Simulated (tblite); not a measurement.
# C₁₄H₁₂O₂: vibronic structure

Programs: tblite 0.8.0 and PySCF 2.14.0, with routines of our own; each step states its level. All values are computed. Atoms count from 0.

## Step 1: The starting structure

28 atoms, charge 0, multiplicity 1; geometry from: force field or distance geometry start.

## Step 2: Geometry optimisation with GFN2-xTB

Job settings and geometry (Å):

```
{"job": {"kind": "relax", "xc": "GFN2-xTB", "basis": "xTB"}, "charge": 0, "multiplicity": 1}
O      0.565300     0.277500    -3.510900
C      0.109600     0.169000    -2.177000
C     -1.160700     0.039400    -2.007500
C     -1.871700    -0.097600    -0.769500
C     -2.841700     0.814800    -0.403500
C     -3.617400     0.703000     0.726400
C     -3.381400    -0.385500     1.530500
C     -2.426500    -1.344100     1.254500
C     -1.672200    -1.206100     0.099400
C      1.118200     0.209800    -1.139000
C      2.432700    -0.005800    -1.549600
C      3.487200     0.074100    -0.662800
C      3.310700     0.376300     0.677800
O      4.415600     0.443200     1.512900
C      2.015800     0.600300     1.084500
C      0.947300     0.510700     0.196600
H      0.793000    -0.614900    -3.936600
H     -1.804100     0.046500    -2.916900
H     -3.017900     1.683000    -1.047800
H     -4.352000     1.454200     0.962500
H     -3.970400    -0.508300     2.444800
H     -2.279200    -2.205300     1.921000
H     -0.908100    -1.927500    -0.157700
H      2.683400    -0.253700    -2.581000
H      4.482000    -0.098100    -1.048900
H      5.111600    -0.302200     1.549200
H      1.811700     0.835500     2.124500
H     -0.001500     0.739000     0.596200
```

Run with:

```console
$ OMP_NUM_THREADS=1 python excited_run.py task.json out
```

The driver reads the jobs from task.json and runs them one after another.

**Question.** How long does this first job take on 1 thread of Intel Xeon Platinum 8259CL at 2.50GHz, shared host, and how much memory does it need?

About 4.2 s, with a peak of 0.18 GiB.
